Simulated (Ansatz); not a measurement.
Born–Oppenheimer molecular dynamics of a periodic cell of 22 atoms, Na2MgFeF7 (host Na2MgFeF7, host structure Imma). It goes on from the last frame of an earlier run, with new velocities.

The calculation used DFT LDA, scalar-relativistic, plane waves, PAW in Ansatz. Settings: accuracy low, cutoff 420 eV, k mesh 2x2x2, fermi-dirac smearing 0.05 eV, spin collinear.

* ensemble: NVT, Langevin thermostat
* time step: 2 fs
* steps asked: 370
* set temperature: 910 K
* friction: 0.005 /fs
* seed: 795912

First frame:

```xyz
22
Lattice="-3.6762 5.2727 3.8008 3.6762 -5.2727 3.8008 3.6762 5.2727 -3.8008" Properties=species:S:1:pos:R:3
Na 0.161 -0.193 -0.023
Na 0.362 4.721 -0.216
Na 1.725 -2.870 1.916
Na 1.762 2.418 -1.645
Mg -1.436 2.381 1.580
Mg 2.095 2.515 1.608
Fe 0.541 -0.183 3.729
Fe 3.748 -0.178 -0.313
F 0.591 0.469 5.336
F 3.947 -0.956 1.522
F 2.035 0.928 2.884
F -1.032 3.705 2.936
F 1.708 3.869 3.102
F 2.834 6.454 -0.901
F 1.997 -1.472 3.783
F 2.432 1.107 0.248
F 5.251 0.938 0.262
F 2.585 4.176 0.326
F 3.954 2.504 2.007
F 4.089 4.426 -1.819
F 0.162 5.981 1.774
F 0.489 2.511 0.786
```

Q: What does the run give?

A: The run went to its last step.

```yaml
steps_done: 370
time_covered: 740 fs
mean_temperature_over_the_second_half: 873 K
spread_of_the_potential_energy_over_the_second_half: 17.6 meV per atom
mean_potential_energy_of_the_second_half_above_the_start: 14.4 meV per atom
```

A run of 0.74 ps of so small a system gives no equilibrium averages. No Hubbard correction was used and the magnetic state wasn't searched. Limits of this set-up: coarse k mesh, low accuracy level.

Q: What happens to the structure?

A: Mean squared displacements from the first frame to the last, about the centre of mass: Na 0.53 Å², Mg 0.09 Å², Fe 0.15 Å², F 0.26 Å². The details hang on the random start.

Q: How do temperature and energy run in time?

A: 
```csv
time (fs),T (K),potential energy less start (eV)
0,869,0.000
62,719,0.314
124,681,0.212
186,855,-0.538
248,600,-0.104
310,533,0.156
372,689,0.167
434,760,0.009
496,1049,-0.178
558,894,0.079
620,651,1.179
682,956,0.403
```

Run time: 32 min on 4 threads of Intel(R) Xeon(R) CPU @ 2.80GHz (Skylake/Cascade Lake), with other jobs on the host, peak memory 1.2 GiB.
